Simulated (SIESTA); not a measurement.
The system is CoPd2O2, a slab with vacuum.

```xyz
5
Lattice="2.8450 0.0000 0.0000 -1.4225 2.4638 0.0000 0.0000 0.0000 20.9600" Properties=species:S:1:pos:R:3 pbc="T T T"
Pd    1.4225    0.8213    7.5000
O     1.4225    0.8213    9.5052
Co    0.0000    0.0000   10.4800
O     0.0000    1.6426   11.4548
Pd    0.0000    1.6426   13.4600
```

Base run:

```yaml
Program: SIESTA 5.4.2
Functional: WC
Potentials_or_basis: PseudoDojo 0.4 standard (PBEsol files)
Basis: DZP (energy shift 0.003 Ry; two zetas on semicore shells)
Grid_cutoff: 800 Ry
Energy_shift: 0.003 Ry
k_mesh: 8 × 8 × 1
Occupations: fermi-dirac, width 0.05 eV
Spin: collinear spin, ferromagnetic start
Starting_moments: "[0.0, 0.0, 2.0, 0.0, 0.0] μB"
```

Its results: band gap on the k mesh none (metal or under the smearing width); net moment 1.28 μB per cell; site moments Pd +0.42; O +0.07; Co +0.30 μB; largest force 0.646 eV/Å.

Problem. After a change of settings the same cell gave: band gap on the k mesh none (metal or under the smearing width); net moment 0.95 μB per cell; site moments Pd +0.30; O +0.06; Co +0.24 μB; largest force 0.653 eV/Å. Which change was it?
A. functional from WC to PBEsol
B. functional from WC to LDA; potentials or basis from PseudoDojo 0.4 standard (PBEsol files) to PseudoDojo 0.4 standard (LDA files)
C. functional from WC to AM05
D. functional from WC to revPBE; potentials or basis from PseudoDojo 0.4 standard (PBEsol files) to PseudoDojo 0.4 standard (PBE files)

Solution. C.

Caveats: the potentials were made for another functional, which shifts forces and pressure; the basis of atomic orbitals isn't converged, which shifts pressures, moduli and gaps; semilocal functionals often make such compounds metallic where correlation or magnetic order opens a gap, which also shifts bond lengths.

Runs at the PBE level aren't shown here.
